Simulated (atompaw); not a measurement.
**Pseudopotential generation for strontium: PAW (atompaw), PBE**

Do these settings give a usable potential? It is generated, then checked for scattering, ghosts and hardness.

Method: atompaw 4.2.0.5, PBE, scalar-relativistic.

## 1. Starting point

The settings as typed:

- element: strontium (Sr, Z = 38)
- type: PAW
- frozen core: [Ar] 3d10 4s2
- valence charge: 8
- reference configuration: 4p6 4d0 5s0.5 5p0 (charge +1.5)
- partial waves: 5s (bound): rc 3.00 bohr; 5s channel at 0.45 Ry: rc 3.00 bohr; 4p (bound): rc 2.65 bohr; 5p (bound, empty): rc 3.00 bohr; 4d (bound, empty): rc 2.90 bohr; 4d channel at 0.05 Ry: rc 2.90 bohr
- local potential: ultrasoft scheme with l = 3 at 0.5 Ry, radius 2.80 bohr
- core correction: smooth core density matched at 1.95 bohr
- augmentation charge: besselshape compensation charge, radius 2.50 bohr; PAW radius 3.00 bohr; waves and projectors: custom rrkj vanderbiltortho

The nodes and maxima of the atom's own shells, from an earlier all-electron run, set the scale for the radii.

All-electron outer shells of the reference configuration (PBE, scalar-relativistic, ld1.x):

```json
{"shell": "4s", "level (eV)": "-50.84", "outermost node (bohr)": "0.59", "outermost maximum (bohr)": "1.19"}
{"shell": "4p", "level (eV)": "-32.69", "outermost node (bohr)": "0.61", "outermost maximum (bohr)": "1.33"}
{"shell": "5s", "level (eV)": "-10.99", "outermost node (bohr)": "1.63", "outermost maximum (bohr)": "3.32"}
{"shell": "4d", "level (eV)": "-9.94", "outermost node (bohr)": "0.65", "outermost maximum (bohr)": "1.94"}
{"shell": "5p", "level (eV)": "-7.72", "outermost node (bohr)": "1.90", "outermost maximum (bohr)": "4.05"}
{"shell": "4f", "level (eV)": "-2.60", "outermost node (bohr)": "–", "outermost maximum (bohr)": "6.94"}
```

## 2. Generation

Sr.input reads:

```
Sr 38
GGA-PBE scalarrelativistic loggrid 1500 logderivrange -4 5 226
5 5 4 0 0 0
5 0 0.5
5 1 0
4 2 0
0 0 0
c
c
c
c
v
c
c
v
v
c
v
2
3.00 2.50 2.80 1.95
y
0.45
n
n
y
0.05
n
custom rrkj vanderbiltortho besselshape
3 0.5 ultrasoft
3.00
3.00
2.65
3.00
2.90
2.90
PWSCFOUT
UPFDX 0.0125d0 UPFXMIN -7.d0 UPFZMESH 38.d0
END
```

Run with:

```
$ atompaw < Sr.input > Sr.log
```

Before running it: what results should come out? Wanted: cutoffs for 10 and 1 mRy, occupied levels; bound ghosts; largest phase difference near zero energy, channels read; lowest eigenvalue of the overlap; share of valence orbitals outside the PAW sphere; UPF file.

The runs gave:

| quantity | value |
| --- | --- |
| cutoffs for 10 and 1 mRy, occupied levels | 12 Ry and 18 Ry |
| bound ghosts | s at -29.51 eV |
| largest phase difference near zero energy, channels read | 2.958 rad |
| lowest eigenvalue of the overlap (Bessel basis) | 0.648 (s) |
| share of valence orbitals outside the PAW sphere | 5s 72 %, 4p 2 %, 5p 87 %, 4d 31 % |
| UPF file | written |

What this shows: It has a bound ghost (s), a state that the atom doesn't have, and that rules the file out. The potential is soft on the atom at that tolerance: the looser tolerance needs 12 Ry. The slowest occupied level is 4p: taken alone it needs 12 Ry to come within 1 mRy, against 6 Ry or less for 5s. Of the channels read, p scatters worst near zero energy, by up to 2.96 rad. A step near π is an extra or missing state, not a misfit of shape. The pseudo curves have a pole with no partner nearby in the atom's: p at -0.30 Ry. All of this concerns the isolated atom, not yet a solid.
